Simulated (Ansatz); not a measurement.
# BrClGeH4: the cost of one run

Computed with Ansatz 0.2.0. Level: RKS r2SCAN0-D4/def2-SVP.

## (1) Reference run: BrClGeH₄, relaxed

The input, input.yaml:

```yaml
crystal:
  periodic: [false, false, false]
  atoms:
    - { symbol: Ge, position_ang: [-0.736893, -0.339173, 0.078477] }
    - { symbol: Br, position_ang: [2.001515, -0.959384, 0.132094] }
    - { symbol: H, position_ang: [-0.723123, -1.354394, -1.082792] }
    - { symbol: H, position_ang: [-0.664094, -0.820934, 1.541636] }
    - { symbol: H, position_ang: [-2.029406, 0.521922, -0.071351] }
    - { symbol: H, position_ang: [1.796112, 0.985563, -0.218325] }
    - { symbol: Cl, position_ang: [0.355889, 1.9665, -0.37984] }
basis:
  gaussian: { orbitals: def2-SVP }
hamiltonian:
  xc: { name: r2SCAN0 }
  dispersion: d4
output:
  forces: true
relax:
  f_tol: 0.02
  max_steps: 120
  constraints:
    - { distance: [0, 6] }
    - { distance: [1, 5] }
    - { distance: [0, 1] }
    - { distance: [5, 6] }
  escape_saddle: false
```

Started as:

```bash
> ansatz run input.yaml --threads 1 --pin off --max-ram 2560MiB --backend cpu --events-out ev --progress --plain --runs-dir out
```

**Question.** How long does this run take on 1 thread of Intel Xeon Platinum 8488C (Sapphire Rapids), shared host, and how much memory does it need?

About 27 s, with a peak of 0.29 GiB.
